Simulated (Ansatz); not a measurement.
**LuBi: the crystal squeezed far**

The task here is to estimate one member of a computed series from the others.

Computed with Ansatz 0.2.0 (DFT, LDA, PAW with Ansatz's default frozen-core files, scalar-relativistic, unless a step's input says otherwise).

## The system as given

The structure is cubic, space group Fm-3m (No. 225). The conventional cell has a = 6.204 Å, b = 6.204 Å, c = 6.204 Å, α = 90.00°, β = 90.00°, γ = 90.00°. Around Lu (site symmetry m-3m) lie 6 Bi at 3.10 Å. Bi (site symmetry m-3m) is surrounded by 6 Lu at 3.10 Å.

Structure file:

```cif
data_structure
_symmetry_space_group_name_H-M 'P 1'
_symmetry_Int_Tables_number 1
_cell_length_a 4.3868
_cell_length_b 4.3868
_cell_length_c 4.3868
_cell_angle_alpha 60.000
_cell_angle_beta 60.000
_cell_angle_gamma 60.000
_cell_volume 59.70
loop_
_atom_site_label
_atom_site_type_symbol
_atom_site_fract_x
_atom_site_fract_y
_atom_site_fract_z
_atom_site_occupancy
Lu1 Lu 0.50000 0.50000 0.50000 1
Bi1 Bi 0.00000 0.00000 0.00000 1
```

Whether this phase is the stable one at these pressures isn't tested.

Atoms are numbered in the order of the input: Lu1, Bi2.

Set-up of the first run:

input.yaml reads:

```yaml
crystal:
  lattice:
    - [0.0, 3.1019669897, 3.1019669897]
    - [3.1019669897, 0.0, 3.1019669897]
    - [3.1019669897, 3.1019669897, 0.0]
  atoms:
    - { symbol: Lu, position: [0.5, 0.5, 0.5] }
    - { symbol: Bi, position: [0.0, 0.0, 0.0] }
kpoints:
  mp_grid: { grid: [10, 10, 10] }
scf:
  occupations: { method: fermi_dirac, width: 0.05 }
hamiltonian:
  xc: lda
  pseudopotentials: { kind: paw }
output:
  forces: true
  stress: true
relax:
  f_tol: 0.01
  max_steps: 30
```

Run with:

```sh
$ ansatz run input.yaml --threads 1 --pin off --max-ram 2048MiB --backend cpu --events-out ev --progress --plain --runs-dir out
```

Among the steps run: Atoms relaxed at the given volume, PAW; Volume scaled by 1, PAW; Atoms relaxed at 0.9 of the volume, PAW; Volume scaled by 0.9, PAW; Atoms relaxed at 0.45 of the volume, PAW; Volume scaled by 0.45, PAW; Atoms relaxed at 0.4 of the volume, PAW; Volume scaled by 0.4, PAW.

One of the session's tables, all rows but one given; the rest of the session is left out.

| method | volume over the first | volume (Å³/atom) | pressure (GPa) |
| --- | --- | --- | --- |
| PAW | 1 | 29.848 | -4.04 |
| PAW | 0.9 | 26.863 | 2.48 |
| PAW | 0.45 | ? | ? |
| PAW | 0.4 | 11.939 | 340.00 |

Q: Estimate the row for PAW, 0.45 from the others.

The run gave: volume (Å³/atom): 13.431; pressure (GPa): 225.89. In the column «volume (Å³/atom)» it lies between PAW, 0.4 (11.939) and PAW, 0.9 (26.863).

Caveats from the session: Warnings in the runs' records: stress scf threshold loose, gradients without spin orbit.
